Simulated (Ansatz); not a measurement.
# AlGeF+ (doublet): the correlation ladder, cc-pVDZ

One table from this session's results is given with a row withheld; the runs are named, their logs left out.

Program: Ansatz 0.2.0, Gaussian basis. Level of theory: cc-pVDZ, core rule «outside noble gas», up to 20 orbitals frozen. These are calculated values, not measurements.

Plan: UHF; CCSD(T) on ROHF; CCSD(T) on UHF; BCCD(T) on ROHF; CISD; CCSDT(Q) on ROHF; CCSDT(Q) on UHF.

24 further runs of the same task are left out: 6 for a known fault of the program, 7 that didn't finish, 11 set aside as unsound or not needed.

## The system

The geometry is a PBE0/def2-TZVP stationary point (not a proven minimum) of the parent state, kept for this charge and spin. No spin-orbit coupling is included. The filled d shell of Ge may be among the frozen orbitals whatever the setting's name suggests; the logs give the count.

3 atoms, charge 1, spin multiplicity 2.

Atoms are counted from 1 here; the program's logs count them from 0.

Bond lengths: Al1–Ge2 2.422 Å, Al1–F3 1.649 Å. Angles: Ge2–Al1–F3 180.0°.

Set-up of the first run:

The input, in.yaml:

```yaml
crystal:
  periodic: [false, false, false]
  atoms:
    - {symbol: Al, position_ang: [0.000000, 0.000000, 0.257800]}
    - {symbol: Ge, position_ang: [0.000000, 0.000000, -2.164500]}
    - {symbol: F, position_ang: [0.000000, 0.000000, 1.906700]}
basis:
  gaussian: {orbitals: cc-pVDZ}
total_charge: 1
magnetization: {spin_polarized: true, initial_magnetization: 1}
hamiltonian: {xc: hf}
output: {orbitals: {seedname: orbitals}}
```

Run with:

```sh
$ ansatz run in.yaml --threads 1 --pin off --events-out ev --progress --plain --max-ram 2393MiB
```

Steps of the session up to this table: UHF; CCSD(T) on ROHF; CCSD(T) on UHF; BCCD(T) on ROHF; CISD; CCSDT(Q) on ROHF; CCSDT(Q) on UHF.

One table of the session follows, with a row left open; its other results are not shown here.

It belongs to the step «Misses and costs». 

```
   method  from UCCSDT(Q) (meV)
     ROHF               +8514.7
      UHF               +8438.2
     RMP2                +843.3
     UMP2                +849.6
     CISD                     ?
    RCCSD                +242.3
    UCCSD                +237.7
 RCCSD(T)                 +51.0
 UCCSD(T)                 +48.7
  BCCD(T)                 +45.8
   RCCSDT                 +22.7
   UCCSDT                 +20.2
RCCSDT(Q)                  +6.5
UCCSDT(Q)                     0
```

Q: Estimate the row for CISD from the others.

**Answer.** from UCCSDT(Q) (meV): +986.7. In the column «from UCCSDT(Q) (meV)» it lies between UMP2 (+849.6) and UHF (+8438.2).

Limits of these values: Restricted and unrestricted rows rest on different reference determinants; where their highest levels disagree by more than a few hundredths of an eV, they describe different states and don't form one ladder.
